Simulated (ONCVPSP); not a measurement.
# Arsenic: generating and testing an ONCV potential

Aim: build the potential from the settings below, then test how well it stands in for the atom: other configurations, scattering, ghost states and the plane-wave cutoff that it needs.

Method: ONCVPSP 4.0.1.1 (patched build), LDA (Perdew-Wang 92), scalar-relativistic.

### 1 The design

Typed settings, in words:

| Property | Result |
| --- | --- |
| element | arsenic (As, Z = 33) |
| type | optimised norm-conserving Vanderbilt (ONCV) |
| frozen core | [Ar] 3d10 |
| valence charge | 5 |
| reference configuration | 4s2 4p3 |
| partial waves | 4s: rc 1.30 bohr, ncon 4, nbas 8, qcut 5.5 1/bohr, 2 projectors, debl 2.2 Ha; 4p: rc 1.85 bohr, ncon 3, nbas 7, qcut 4.5 1/bohr, 2 projectors, debl 0.9 Ha; d scattering state at 0.14 Ha: rc 1.50 bohr, ncon 4, nbas 7, qcut 6.6 1/bohr, 2 projectors, debl 1.8 Ha |
| local potential | polynomial inside 1.25 bohr (lpopt 2, dvloc0 0 Ha) |
| core correction | Teter function, fcfact 6, rcfact 1.75 |

An earlier all-electron run gives the scale for the radii.

All-electron outer shells of the reference configuration (LDA (PZ), scalar-relativistic, ld1.x):

| shell | level (eV) | outermost node (bohr) | outermost maximum (bohr) |
| --- | --- | --- | --- |
| 3p | -133.41 | 0.22 | 0.52 |
| 3d | -40.89 | – | 0.47 |
| 4s | -14.70 | 0.73 | 1.61 |
| 4p | -5.35 | 0.78 | 1.97 |

### 2 The generation run

Contents of As.dat:

```
# ATOM AND REFERENCE CONFIGURATION
# atsym  z   nc   nv     iexc    psfile
  As 33.00    6    2  -001012      upf
#
#   n    l    f
    1    0    2.00
    2    0    2.00
    2    1    6.00
    3    0    2.00
    3    1    6.00
    3    2   10.00
    4    0    2.00
    4    1    3.00
#
# PSEUDOPOTENTIAL AND OPTIMIZATION
# lmax
    2
#
#   l,   rc,      ep,       ncon, nbas, qcut
    0    1.30    0.00    4    8    5.50
    1    1.85    0.00    3    7    4.50
    2    1.50    0.14    4    7    6.60
#
# LOCAL POTENTIAL
# lloc, lpopt,  rc(5),   dvloc0
    4    2    1.25    0.00
#
# VANDERBILT-KLEINMAN-BYLANDER PROJECTORs
# l, nproj, debl
    0    2    2.20
    1    2    0.90
    2    2    1.80
#
# MODEL CORE CHARGE
# icmod, fcfact, rcfact
    3    6.00    1.75
#
# LOG DERIVATIVE ANALYSIS
# epsh1, epsh2, depsh
   -2.00    5.00    0.02
#
# OUTPUT GRID
# rlmax, drl
    6.00    0.01
#
# TEST CONFIGURATIONS
# ncnf
    4
# nvcnf
#   n    l    f
    2
    4    0    2.00
    4    1    2.00
#
    2
    4    0    2.00
    4    1    1.00
#
    2
    4    0    2.00
    4    1    0.00
#
    2
    4    0    2.00
    4    1    2.50
#
```

Started as:

```
oncvpsp.x < As.dat > As.out
```

What does the calculation give? Wanted: cutoffs for 1 and 0.1 mHa per electron, occupied waves; bound ghosts; GHOST(+) flags; largest test error; largest phase difference near zero energy, channels read; rms error of d²Exc/dn², without and with the model core.

The runs gave:

| quantity | value |
| --- | --- |
| cutoffs for 1 and 0.1 mHa per electron, occupied waves | 48 Ha and 102 Ha |
| bound ghosts | s at -191.58 eV, d at -31.96 eV |
| GHOST(+) flags | none at low energy |
| largest test error (AE − PS) | -707 meV, for 4s2 4p0 |
| largest phase difference near zero energy, channels read | 0.006 rad |
| rms error of d²Exc/dn², without and with the model core | 7.17 and 5.68 mHa |

It has a bound ghost (s, d), a state that the atom doesn't have, and that rules the file out. Close by lies the frozen 3s level (-189.5 eV). By total energies transferability is poor: the largest error is 707 meV on 55.5 eV, for 4s2 4p0. That test lies far up in energy; among those under 40 eV, nearer to bonding, the largest error is 213 meV. The potential is hard: the looser tolerance needs 48 Ha. At the looser tolerance the 4s wave is the slowest; 4p needs 7 Ha. Near zero energy the phases of the channels with partial waves agree within 0.006 rad.
